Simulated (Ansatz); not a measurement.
This script for Ansatz's Python interface starts 6 runs on ClFH₂OSi, SMILES O[SiH](F)Cl. What input does the engine get in each?

`clfh2osi.py`
```python
"""Dipole of ClFH2OSi in the field of point charges."""

import ansatz
import numpy as np

GEOMETRY = """
O    -0.90040    0.25880   -0.86290
Si    0.38440    0.11510    0.07960
F     0.02820    0.77010    1.49010
Cl    0.69650   -1.88760    0.28390
H    -1.75920   -0.05300   -0.49740
H     1.59250    0.73260   -0.53940
"""

mol = ansatz.Crystal.molecule()
for line in GEOMETRY.strip().splitlines():
    symbol, *xyz = line.split()
    mol = mol.atom(symbol, [float(v) for v in xyz])

setup = mol.calculation().basis(gaussian="def2-SVP").functional("pbe0", dispersion="d4").forces()
# charges +q and -q at -R and +R make a nearly even field 2 k q / R^2 at the centre
centre = np.mean([site.position_ang for site in mol.cartesian_sites], axis=0)
field = 2 * 14.399645 * 4.0 / 25.0 ** 2


def dipole(axis, sign):
    arm = 25.0 * np.eye(3)[axis]
    pair = [{"charge": sign * 4.0, "position_ang": (centre - arm).tolist()}, {"charge": -sign * 4.0, "position_ang": (centre + arm).tolist()}]
    deck = setup.input().set(ansatz.key.basis.gaussian.point_charges, pair)
    return np.array(ansatz.Session.from_dict(deck).plan().execute().report["charge_distribution"]["dipole_moment_e_ang"])


print(f"field {field:.4f} V/A")
alpha = np.array([(dipole(axis, 1) - dipole(axis, -1)) / (2 * field) * 14.399645 for axis in range(3)])
print("polarisability tensor (A^3)")
print(np.array2string(alpha, precision=3, suppress_small=True))
print(f"mean {np.trace(alpha) / 3:.3f} A^3 = {np.trace(alpha) / 3 / 0.14818471:.2f} bohr^3")
```

Run 1:
```yaml
crystal:
  periodic: [false, false, false]
  atoms:
    - { symbol: O, position_ang: [-0.9004, 0.2588, -0.8629] }
    - { symbol: Si, position_ang: [0.3844, 0.1151, 0.0796] }
    - { symbol: F, position_ang: [0.0282, 0.7701, 1.4901] }
    - { symbol: Cl, position_ang: [0.6965, -1.8876, 0.2839] }
    - { symbol: H, position_ang: [-1.7592, -0.053, -0.4974] }
    - { symbol: H, position_ang: [1.5925, 0.7326, -0.5394] }
basis:
  gaussian:
    orbitals: def2-SVP
    point_charges:
      - { charge: 4.0, position_ang: [-24.993, -0.010666666666666677, -0.0076833333333333476] }
      - { charge: -4.0, position_ang: [25.007, -0.010666666666666677, -0.0076833333333333476] }
hamiltonian:
  xc: pbe0
  dispersion: d4
output:
  forces: true
```

Run 2, against run 1:
```diff
-      - { charge: 4.0, position_ang: [-24.993, -0.010666666666666677, -0.0076833333333333476] }
-      - { charge: -4.0, position_ang: [25.007, -0.010666666666666677, -0.0076833333333333476] }
+      - { charge: -4.0, position_ang: [-24.993, -0.010666666666666677, -0.0076833333333333476] }
+      - { charge: 4.0, position_ang: [25.007, -0.010666666666666677, -0.0076833333333333476] }
```

Run 3, against run 1:
```diff
-      - { charge: 4.0, position_ang: [-24.993, -0.010666666666666677, -0.0076833333333333476] }
-      - { charge: -4.0, position_ang: [25.007, -0.010666666666666677, -0.0076833333333333476] }
+      - { charge: 4.0, position_ang: [0.007000000000000006, -25.010666666666665, -0.0076833333333333476] }
+      - { charge: -4.0, position_ang: [0.007000000000000006, 24.989333333333335, -0.0076833333333333476] }
```

Run 4, against run 1:
```diff
-      - { charge: 4.0, position_ang: [-24.993, -0.010666666666666677, -0.0076833333333333476] }
-      - { charge: -4.0, position_ang: [25.007, -0.010666666666666677, -0.0076833333333333476] }
+      - { charge: -4.0, position_ang: [0.007000000000000006, -25.010666666666665, -0.0076833333333333476] }
+      - { charge: 4.0, position_ang: [0.007000000000000006, 24.989333333333335, -0.0076833333333333476] }
```

Run 5, against run 1:
```diff
-      - { charge: 4.0, position_ang: [-24.993, -0.010666666666666677, -0.0076833333333333476] }
-      - { charge: -4.0, position_ang: [25.007, -0.010666666666666677, -0.0076833333333333476] }
+      - { charge: 4.0, position_ang: [0.007000000000000006, -0.010666666666666677, -25.007683333333333] }
+      - { charge: -4.0, position_ang: [0.007000000000000006, -0.010666666666666677, 24.992316666666667] }
```

Run 6, against run 1:
```diff
-      - { charge: 4.0, position_ang: [-24.993, -0.010666666666666677, -0.0076833333333333476] }
-      - { charge: -4.0, position_ang: [25.007, -0.010666666666666677, -0.0076833333333333476] }
+      - { charge: -4.0, position_ang: [0.007000000000000006, -0.010666666666666677, -25.007683333333333] }
+      - { charge: 4.0, position_ang: [0.007000000000000006, -0.010666666666666677, 24.992316666666667] }
```

```console
$ python clfh2osi.py
field 0.1843 V/A
polarisability tensor (A^3)
[[ 4.342 -0.058 -0.041]
 [-0.073  5.177 -0.213]
 [-0.039 -0.205  3.677]]
mean 4.399 A^3 = 29.68 bohr^3
```

What to keep in mind:
- The geometry is a force-field or estimated start, not a minimum of this method, and the basis set is short of its limit. The field of two point charges is only nearly even.
- Without diffuse functions polarisabilities are unreliable, as a rule too low, and they change with the bond lengths of this unrelaxed start.
- Timing: 7.6 s on 1 thread of AMD EPYC 9R45 96-Core Processor (Zen 5), on a shared host, peak memory 0.21 GiB.

(Lines on the test bed's own set-up are left out of the output.)
